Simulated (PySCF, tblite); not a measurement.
# F₂H₆O₁₂Si₈: electronic excitations, NMR shifts

What do calculations give for the electronic excitations, NMR shifts of F₂H₆O₁₂Si₈ (`F[Si@]12O[Si@@H]3O[Si@H]4O[Si@@H]5O[Si@H](O[Si@H](O4)O1)O[Si@@](F)(O[Si@@H](O5)O3)O2`)?

Computed with tblite 0.8.0 and PySCF 2.14.0 and routines of our own; the level stands in each step. Atoms count from 0.

## 1. The starting structure

28 atoms, charge 0, multiplicity 1; geometry from: force field, distance geometry or constructed start.

## 2. Relaxing the molecule with GFN2-xTB

The job: settings as JSON, then the geometry in Å.

```
{"job": {"kind": "relax", "xc": "GFN2-xTB", "basis": "xTB"}, "charge": 0, "multiplicity": 1}
F     -0.437500    -4.116900     1.128100
Si    -0.278400    -2.577100     0.697600
O      0.570700    -1.841500     1.898100
Si     1.193800    -0.405700     2.378300
O      0.026700     0.716100     2.617400
Si    -1.154900     1.582500     1.872100
O     -0.537200     2.567700     0.713000
Si     0.278600     2.605000    -0.705000
O      1.782000     1.966500    -0.555000
Si     2.618500     0.608300    -0.194900
O      2.341300     0.120700     1.341400
O      2.311000    -0.592400    -1.265200
Si     1.140000    -1.565600    -1.856800
F      1.828600    -2.494900    -2.977200
O     -0.034500    -0.701700    -2.607700
Si    -1.198500     0.420200    -2.375500
O     -0.565400     1.854000    -1.895900
O     -2.346800    -0.114300    -1.341500
Si    -2.623900    -0.597800     0.201700
O     -2.314500     0.601800     1.274500
O     -1.782600    -1.951800     0.556100
O      0.534000    -2.553000    -0.713300
H      1.855300    -0.631100     3.694000
H     -1.784500     2.437300     2.897300
H      0.428000     4.021500    -1.094400
H      4.050700     0.938700    -0.298800
H     -1.853400     0.648500    -3.685200
H     -4.059600    -0.928400     0.305500
```

On the command line:

```sh
$ OMP_NUM_THREADS=2 python large_run.py task.json out
```

The driver reads the jobs from task.json and runs them one after another.

Standard output:

```text
step      E/eV     max force
  0   -2087.10041    0.958
  1   -2087.22453    0.608
  2   -2087.35759    0.695
  3   -2087.43400    0.676
  4   -2087.47008    0.221
  5   -2087.47434    0.098
  6   -2087.47721    0.082
  7   -2087.47885    0.086
  8   -2087.47957    0.042
  9   -2087.47975    0.031
 10   -2087.47987    0.031
 11   -2087.48004    0.040
 12   -2087.48028    0.040
 13   -2087.48054    0.029
 14   -2087.48076    0.031
 15   -2087.48087    0.025
 16   -2087.48092    0.017
```

Run time: 0.9 s. Hardware: 2 threads of Arm Neoverse N1, shared host; peak memory 0.18 GiB.

The steps of the relaxation:

| step | energy from step 0 (eV) | largest force (eV/Å) |
| --- | --- | --- |
| 0 | 0.0000 | 0.9589 |
| 1 | -0.1241 | 0.6078 |
| 2 | -0.2572 | 0.6952 |
| 3 | -0.3336 | 0.6762 |
| 4 | -0.3697 | 0.2213 |
| 5 | -0.3739 | 0.0979 |
| 6 | -0.3768 | 0.0825 |
| 7 | -0.3784 | 0.0863 |
| 8 | -0.3792 | 0.0416 |
| 9 | -0.3793 | 0.0314 |
| 10 | -0.3795 | 0.0313 |
| 11 | -0.3796 | 0.0397 |
| 12 | -0.3799 | 0.0395 |
| 13 | -0.3801 | 0.0289 |
| 14 | -0.3803 | 0.0308 |
| 15 | -0.3805 | 0.0250 |
| 16 | -0.3805 | 0.0168 |

Distances of close pairs at the start and the end, largest changes first:

| bond | before (Å) | after (Å) | change (Å) |
| --- | --- | --- | --- |
| Si3–H22 | 1.490 | 1.441 | -0.049 |
| Si1–O2 | 1.644 | 1.601 | -0.043 |
| Si15–H26 | 1.482 | 1.441 | -0.041 |
| Si12–O14 | 1.640 | 1.601 | -0.039 |
| Si18–H27 | 1.477 | 1.441 | -0.036 |
| Si7–H24 | 1.477 | 1.442 | -0.035 |
| Si5–H23 | 1.476 | 1.442 | -0.034 |
| Si1–O20 | 1.635 | 1.601 | -0.034 |

The next job starts from the end point, and lists it.

## 3. Electronic excitations: TDA CAM-B3LYP/def2-SVP

The job: settings as JSON, then the geometry in Å.

```
{"job": {"kind": "uv", "basis": "def2-SVP", "grid": 1, "kgrid": 0, "vcut": 1.5, "nstates": 6, "ntriplets": 2, "tda": true, "delta": ["ip_vertical"], "pop": true, "xc": "CAM-B3LYP"}, "charge": 0, "multiplicity": 1}
F     -0.429596    -4.035486     1.101427
Si    -0.271665    -2.508516     0.692388
O      0.559229    -1.808864     1.868986
Si     1.188462    -0.400708     2.364959
O      0.028335     0.701607     2.572713
Si    -1.137894     1.559647     1.851155
O     -0.527844     2.522517     0.705509
Si     0.272429     2.566473    -0.697815
O      1.753224     1.933197    -0.546066
Si     2.601143     0.607603    -0.188983
O      2.307184     0.119847     1.322539
O      2.278925    -0.579549    -1.243049
Si     1.114191    -1.516972    -1.816398
F      1.786640    -2.449610    -2.912717
O     -0.035036    -0.693562    -2.568477
Si    -1.193235     0.419909    -2.360152
O     -0.558741     1.819636    -1.867675
O     -2.309056    -0.110735    -1.319669
Si    -2.604577    -0.590088     0.194216
O     -2.282082     0.587650     1.249095
O     -1.755186    -1.924015     0.545197
O      0.525605    -2.512233    -0.701772
H      1.822469    -0.643840     3.635882
H     -1.751436     2.398613     2.850289
H      0.421505     3.949500    -1.076938
H      4.004063     0.912627    -0.308720
H     -1.820339     0.626107    -3.640974
H     -3.999259    -0.934340     0.303577
```

Method: TDA CAM-B3LYP/def2-SVP, vertical, gas phase, core orbitals frozen in the response, virtual orbitals cut by energy.

Standard output:

```text
start: PBE on a coarse grid of 30231 points
cycle   1  E = -3417.3819236192  dE =  5.491e+00  |g| = 2.647e+00  |ddm| = 6.840e+00
cycle   2  E = -3414.4876983762  dE =  2.894e+00  |g| = 4.683e+00  |ddm| = 5.551e+00
cycle   3  E = -3418.6418471906  dE = -4.154e+00  |g| = 1.813e-01  |ddm| = 3.905e+00
cycle   4  E = -3418.6440417985  dE = -2.195e-03  |g| = 1.748e-01  |ddm| = 3.371e-01
cycle   5  E = -3418.6498031897  dE = -5.761e-03  |g| = 2.534e-02  |ddm| = 1.376e-01
cycle   6  E = -3418.6499442370  dE = -1.410e-04  |g| = 1.035e-02  |ddm| = 3.526e-02
cycle   7  E = -3418.6499636965  dE = -1.946e-05  |g| = 2.835e-03  |ddm| = 9.289e-03
final grid: 128009 points
cycle   8  E = -3421.4363647786  dE = -1.604e-02  |g| = 1.643e-01  |ddm| = 4.164e-01
cycle   9  E = -3421.4355953843  dE =  7.694e-04  |g| = 1.757e-01  |ddm| = 2.186e-01
cycle  10  E = -3421.4409437992  dE = -5.348e-03  |g| = 9.484e-03  |ddm| = 1.170e-01
cycle  11  E = -3421.4409639617  dE = -2.016e-05  |g| = 3.528e-03  |ddm| = 1.046e-02
cycle  12  E = -3421.4409676949  dE = -3.733e-06  |g| = 1.194e-03  |ddm| = 3.434e-03
cycle  13  E = -3421.4409628069  dE =  4.888e-06  |g| = 1.102e-04  |ddm| = 8.975e-04
cycle  14  E = -3421.4409628152  dE = -8.240e-09  |g| = 5.682e-05  |ddm| = 1.839e-04
converged SCF energy = -3421.4409628152
Vertical ionisation energy (delta-SCF) = 11.7034 eV   <S^2> = 0.755

Static polarisability (au): isotropic 139.550, principal 137.961 139.723 140.968

Singlet excitations
state   eV       nm        f      main configurations
  1   8.1918    151.4   0.00000   H->L 0.94
  2   8.9726    138.2   0.00020   H-5->L 0.90
  3   8.9933    137.9   0.00000   H-6->L 0.89
  4   9.0111    137.6   0.00002   H-7->L 0.84
  5   9.1751    135.1   0.00083   H-2->L 0.88
  6   9.1812    135.0   0.03786   H-1->L 0.88

Triplet excitations (Tamm-Dancoff, eV): 8.0235 8.6368
```

It took 3.9 min on 2 threads of Arm Neoverse N1, shared host; peak memory 1.6 GiB.

The orbitals next to the gap, with their largest atomic shares:

```csv
orbital,eV,atoms
HOMO−4,-11.65,"H26 8 %, H25 8 %, H22 8 %"
HOMO−3,-11.55,"H23 15 %, H24 12 %, Si5 10 %"
HOMO−2,-11.53,"H27 10 %, H25 9 %, H22 8 %"
HOMO−1,-11.52,"O6 13 %, H24 12 %, H23 9 %"
HOMO,-11.08,"O6 10 %, O4 9 %, O16 9 %"
LUMO,0.38,"Si12 10 %, Si1 10 %, Si3 8 %"
LUMO+1,2.46,"Si9 16 %, Si15 16 %, Si3 15 %"
LUMO+2,2.56,"Si12 11 %, Si1 10 %, Si15 10 %"
LUMO+3,2.58,"Si7 17 %, Si5 17 %, Si18 9 %"
```

With each of the 6 states as a Gaussian band of 0.4 eV half-width at 1/e, the curve within the window shown has maxima at 135 nm (ε 1,600) L/(mol cm). Beyond the last state computed it falls off for lack of states. The curve at chosen wavelengths:

| nm | ε (L/mol/cm) |
| --- | --- |
| 131 | 894 |
| 132 | 1134 |
| 134 | 1499 |
| 135 | 1570 |
| 136 | 1551 |
| 137 | 1449 |
| 139 | 1080 |
| 140 | 866 |
| 141 | 663 |
| 143 | 340 |
| 144 | 229 |
| 145 | 148 |
| 146 | 93 |
| 148 | 33 |
| 149 | 18 |
| 150 | 10 |
| 151 | 5 |
| 153 | 1 |
| 154 | 1 |
| 155 | 0 |
| 157 | 0 |
| 158 | 0 |
| 159 | 0 |
| 160 | 0 |
| 162 | 0 |
| 163 | 0 |

Further results of this job:

| property | computed |
| --- | --- |
| dipole moment (D) | 3.13 |
| polarisability (Å³) | 20.68 |
| HOMO–LUMO gap (eV) | 11.46 |
| −ε(HOMO) (eV) | 11.08 |

## 4. NMR shifts: GIAO KT3/pcSseg-1

Settings changed since step 3:

```diff
@@ -1,2 +1,2 @@
-{"job": {"kind": "uv", "basis": "def2-SVP", "grid": 1, "kgrid": 0, "vcut": 1.5, "nstates": 6, "ntriplets": 2, "tda": true, "delta": ["ip_vertical"], "pop": true, "xc": "CAM-B3LYP"}, "charge": 0, "multiplicity": 1}
+{"job": {"kind": "nmr", "xc": "KT3", "basis": "pcSseg-1", "pop": false}, "charge": 0, "multiplicity": 1}
 F     -0.429596    -4.035486     1.101427
```

Level: GIAO KT3/pcSseg-1 NMR shielding, non-relativistic, gas phase.

Standard output:

```text
start: PBE on a coarse grid of 30231 points
cycle   1  E = -3419.1557821644  dE =  5.525e+00  |g| = 2.815e+00  |ddm| = 6.613e+00
cycle   2  E = -3416.0681475519  dE =  3.088e+00  |g| = 4.955e+00  |ddm| = 5.358e+00
cycle   3  E = -3420.4395786494  dE = -4.371e+00  |g| = 2.297e-01  |ddm| = 3.997e+00
cycle   4  E = -3420.4445595841  dE = -4.981e-03  |g| = 1.954e-01  |ddm| = 3.663e-01
cycle   5  E = -3420.4510938493  dE = -6.534e-03  |g| = 3.382e-02  |ddm| = 1.386e-01
cycle   6  E = -3420.4513083982  dE = -2.145e-04  |g| = 1.083e-02  |ddm| = 3.823e-02
cycle   7  E = -3420.4513244224  dE = -1.602e-05  |g| = 4.570e-03  |ddm| = 9.993e-03
final grid: 258845 points
cycle   8  E = -3455.5158843418  dE = -5.624e-02  |g| = 5.249e-01  |ddm| = 8.558e-01
cycle   9  E = -3455.4716652878  dE =  4.422e-02  |g| = 6.850e-01  |ddm| = 7.439e-01
cycle  10  E = -3455.5460422573  dE = -7.438e-02  |g| = 1.310e-01  |ddm| = 5.154e-01
cycle  11  E = -3455.5483336468  dE = -2.291e-03  |g| = 2.205e-02  |ddm| = 9.093e-02
cycle  12  E = -3455.5484224268  dE = -8.878e-05  |g| = 3.043e-03  |ddm| = 1.573e-02
cycle  13  E = -3455.5484259477  dE = -3.521e-06  |g| = 9.549e-04  |ddm| = 4.092e-03
cycle  14  E = -3455.5484280044  dE = -2.057e-06  |g| = 3.619e-04  |ddm| = 9.817e-04
cycle  15  E = -3455.5484233956  dE =  4.609e-06  |g| = 9.214e-05  |ddm| = 3.288e-04
converged SCF energy = -3455.5484233956

GIAO shielding tensors (ppm)
atom      isotropic    diamagn.    paramagn.     s11        s22        s33       span
  0 F      334.549     467.579    -133.030    293.473    293.964    416.210    122.737
  1 Si     472.870     892.317    -419.448    466.899    470.694    481.016     14.117
  2 O      226.141     411.873    -185.732    197.063    202.608    278.753     81.690
  3 Si     450.969     892.313    -441.344    443.008    445.716    464.185     21.177
  4 O      211.545     412.292    -200.747    175.543    189.210    269.882     94.339
  5 Si     453.190     891.857    -438.667    446.475    447.494    465.602     19.126
  6 O      212.210     412.051    -199.841    176.778    190.399    269.454     92.676
  7 Si     453.202     891.847    -438.646    446.460    447.609    465.536     19.075
  8 O      211.584     412.298    -200.713    175.587    189.247    269.919     94.332
  9 Si     450.965     892.319    -441.355    442.919    445.658    464.317     21.398
 10 O      211.164     412.580    -201.416    174.807    188.674    270.010     95.204
 11 O      226.164     411.880    -185.716    197.069    202.598    278.824     81.754
 12 Si     472.877     892.308    -419.430    466.915    470.729    480.988     14.073
 13 F      334.422     467.545    -133.123    293.309    293.788    416.170    122.861
 14 O      226.151     411.858    -185.706    197.054    202.614    278.786     81.732
 15 Si     450.947     892.312    -441.366    442.988    445.599    464.253     21.265
 16 O      211.552     412.298    -200.746    175.522    189.221    269.915     94.393
 17 O      211.161     412.588    -201.427    174.862    188.651    269.971     95.109
 18 Si     450.985     892.323    -441.338    443.039    445.668    464.247     21.208
 19 O      211.582     412.295    -200.714    175.595    189.226    269.925     94.330
 20 O      226.157     411.866    -185.710    197.074    202.600    278.796     81.722
 21 O      241.434     411.005    -169.571    207.649    231.625    285.028     77.380
 22 H       27.623      29.417      -1.794     23.457     23.565     35.848     12.391
 23 H       27.619      29.351      -1.731     23.538     23.564     35.756     12.217
 24 H       27.619      29.353      -1.734     23.541     23.562     35.753     12.212
 25 H       27.626      29.418      -1.792     23.457     23.568     35.854     12.398
 26 H       27.622      29.413      -1.790     23.456     23.563     35.848     12.392
 27 H       27.627      29.421      -1.794     23.457     23.570     35.854     12.397
```

Wall time 44 s (2 threads of Arm Neoverse N1, shared host); peak memory 1.1 GiB.

Shifts follow as δ = σ(reference) − σ, with reference shieldings (ppm) from runs at the same level and on the same kind of geometry: 1H TMS 31.76, 29Si TMS 361.7, 19F CFCl3 142.4, 17O H2O 330.8. The references are single molecules in the gas phase, so shifts against H2O, NH3, PH3, H3PO4 or CFCl3 are not on the usual liquid scales and can be off by tens of ppm. Atoms listed in one row are averaged.

```
               atoms                                                environment  σ (ppm)  δ (ppm)
            H23, H24  hydrogen on a silicon bonded to 3 O, in a 8-membered ring    27.62     4.14
  H22, H25, H26, H27  hydrogen on a silicon bonded to 3 O, in a 8-membered ring    27.62     4.14
             F0, F13                                      fluorine bonded to Si    334.5   -192.1
Si3, Si9, Si15, Si18             silicon bonded to 3 O, H, in a 8-membered ring    451.0    -89.3
            Si5, Si7             silicon bonded to 3 O, H, in a 8-membered ring    453.2    -91.5
           Si1, Si12             silicon bonded to F, 3 O, in a 8-membered ring    472.9   -111.2
            O10, O17                oxygen bonded to 2 Si, in a 8-membered ring    211.2    119.6
    O4, O8, O16, O19                oxygen bonded to 2 Si, in a 8-membered ring    211.6    119.2
                  O6                oxygen bonded to 2 Si, in a 8-membered ring    212.2    118.6
   O2, O11, O14, O20                oxygen bonded to 2 Si, in a 8-membered ring    226.2    104.6
                 O21                oxygen bonded to 2 Si, in a 8-membered ring    241.4     89.4
```

Ring of atoms Si1, O2, Si3, O4, Si5, Si18, O19, O20: NICS(0) -0.8, NICS(1) -0.4, NICS(1)zz 3.0 ppm (means of both faces).

Ring of atoms Si1, O2, Si3, Si9, O10, O11, Si12, O21: NICS(0) -1.1, NICS(1) -0.5, NICS(1)zz 3.0 ppm (means of both faces).

Ring of atoms Si3, O4, Si5, O6, Si7, O8, Si9, O10: NICS(0) -0.6, NICS(1) -0.2, NICS(1)zz 2.9 ppm (means of both faces).

## 5. Results

```
                                                                quantity                                 value
                                     lowest singlet (CAM-B3LYP/def2-SVP)           8.19 eV (151 nm), f = 0.000
                                brightest single state of those computed           state 6, 9.18 eV, f = 0.038
                                                          lowest triplet                               8.02 eV
   1H shifts against TMS (KT3/pcSseg-1, means over atoms taken as alike)                        4.14, 4.14 ppm
19F shifts against CFCl3 (KT3/pcSseg-1, means over atoms taken as alike)                            -192.1 ppm
 29Si shifts against TMS (KT3/pcSseg-1, means over atoms taken as alike)              -89.3, -91.5, -111.2 ppm
  17O shifts against H2O (KT3/pcSseg-1, means over atoms taken as alike)  119.6, 119.2, 118.6, 104.6, 89.4 ppm
```

In words: The first singlet state (HOMO→LUMO 0.94) lies at 8.19 eV and is dark; of the 6 states computed, the strongest absorption comes from state 6 at 9.18 eV (the last computed, so partners may be missing). The lowest triplet lies 0.17 eV below the lowest singlet. The basis of CAM-B3LYP/def2-SVP has no diffuse functions, so Rydberg states are missing and the high states are unreliable. At KT3/pcSseg-1: The widest tensor belongs to F0, F13: span 123 ppm, with a paramagnetic part of -133 ppm.
